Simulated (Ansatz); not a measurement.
# Si6B: the cost of one run

Program: Ansatz 0.2.0. Level of theory: DFT PBE, scalar-relativistic, plane waves, PAW, unless a step names another level. These are calculated values, not measurements.

### Step 1. The system as given

Symmetry: R-3, No. 148, trigonal system. The conventional cell has a = 9.766 Å, b = 9.766 Å, c = 9.074 Å, α = 90.00°, β = 90.00°, γ = 120.00°. Si (site symmetry 1) is surrounded by 1 B at 2.06 Å and 3 Si at 2.36 to 2.41 Å. Si (site symmetry 1) has 4 Si at 2.35 to 2.36 Å in its first shell of neighbours. B (site symmetry 3) is surrounded by 1 B at 1.76 Å and 3 Si at 2.06 Å.

As a file:

```
Si B
1.0
     4.88322    2.81933    3.02458
    -4.88322    2.81933    3.02458
     0.00000   -5.63866    3.02458
Si B
12 2
Direct
  0.40063 0.14386 0.02220
  0.59937 0.85614 0.97780
  0.60491 0.74144 0.31050
  0.39509 0.25856 0.68950
  0.02220 0.40063 0.14386
  0.97780 0.59937 0.85614
  0.68950 0.39509 0.25856
  0.31050 0.60491 0.74144
  0.14386 0.02220 0.40063
  0.85614 0.97780 0.59937
  0.25856 0.68950 0.39509
  0.74144 0.31050 0.60491
  0.09697 0.09697 0.09697
  0.90303 0.90303 0.90303
```

It came out lowest among 30 distinct ends of the trial cells. At a tolerance of 0.05 Å it has space group R-3 (No. 148).

### Step 2. A stricter relaxation, on the response runs' mesh and smearing

The input, input.yaml:

```yaml
crystal:
  lattice:
    - [4.8832223783, 2.8193297546, 3.024576131]
    - [-4.8832223783, 2.8193297546, 3.024576131]
    - [0.0, -5.6386595092, 3.024576131]
  atoms:
    - { symbol: Si, position: [0.4006269541, 0.1438603489, 0.0221967326] }
    - { symbol: Si, position: [0.5993730459, 0.8561396511, 0.9778032674] }
    - { symbol: Si, position: [0.6049128181, 0.7414383359, 0.3105047409] }
    - { symbol: Si, position: [0.3950871819, 0.2585616641, 0.6894952591] }
    - { symbol: Si, position: [0.0221967326, 0.4006269541, 0.1438603489] }
    - { symbol: Si, position: [0.9778032674, 0.5993730459, 0.8561396511] }
    - { symbol: Si, position: [0.6894952591, 0.3950871819, 0.2585616641] }
    - { symbol: Si, position: [0.3105047409, 0.6049128181, 0.7414383359] }
    - { symbol: Si, position: [0.1438603489, 0.0221967326, 0.4006269541] }
    - { symbol: Si, position: [0.8561396511, 0.9778032674, 0.5993730459] }
    - { symbol: Si, position: [0.2585616641, 0.6894952591, 0.3950871819] }
    - { symbol: Si, position: [0.7414383359, 0.3105047409, 0.6049128181] }
    - { symbol: B, position: [0.0969735214, 0.0969735214, 0.0969735214] }
    - { symbol: B, position: [0.9030264786, 0.9030264786, 0.9030264786] }
basis:
  ecutwfc: 420
kpoints:
  mp_grid: { grid: [6, 6, 6] }
hamiltonian:
  xc: pbe
scf:
  occupations: { method: gaussian, width: 0.1 }
output:
  forces: true
  stress: true
  eigenvalues: true
relax:
  adjacent_minimum: "off"
  f_tol: 0.001
  max_steps: 60
  cell: { stress_tol: 0.01 }
```

Launch:

```
ansatz run input.yaml --threads 3 --pin off --max-ram 7680MiB --backend cpu --events-out ev --progress --plain --runs-dir out
```

Q: Estimate wall time and peak memory on 3 threads of AMD EPYC 9R45 (Zen 5), shared host.

About 14 s, with a peak of 0.83 GiB.
